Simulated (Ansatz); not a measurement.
Crystal: NiMoIrPdW.

```
CELL_PARAMETERS angstrom
4.11705 0.00000 0.00000
-2.05853 3.56547 0.00000
0.00000 0.00000 5.44580
ATOMIC_POSITIONS crystal
Ni 0.00000 0.00000 0.95775
Mo 0.66667 0.33333 0.96161
Pd 0.66667 0.33333 0.46295
Ir 0.33333 0.66667 0.72572
W 0.33333 0.66667 0.23642
```

The cell was built by a generator and needn't be a form met in nature.

Base run:

```yaml
Program: Ansatz 0.2.0
Functional: revPBE
Potentials_or_basis: Ansatz PAW
Cutoff: "420 eV (not typed: the program's choice for these potentials)"
k_mesh: 8 × 8 × 5
Occupations: fermi-dirac, width 0.05 eV
Spin: collinear spin, ferromagnetic start
Starting_moments: "[1.0, 1.0, 0.0, 0.6, 0.0] μB"
```

Its results: band gap on the k mesh none (metal or under the smearing width); pressure 2.6 GPa; net moment 0.00 μB per cell; largest force 0.063 eV/Å.

Problem. The run is repeated on the same cell with these changes: functional from revPBE to PBEsol. What comes out?

Solution. Band gap on the k mesh none (metal or under the smearing width); pressure -8.1 GPa; net moment 0.00 μB per cell; largest force 0.100 eV/Å.

PBEsol binds more tightly than revPBE, so the same cell stands under less pressure.

Caveats: spin-orbit coupling is left out, which moves the levels of the heavy elements; the PAW data sets come from PBE, with cores solved anew for the run's functional, which leaves a small shift of forces and pressure; the starting moments weren't kept.
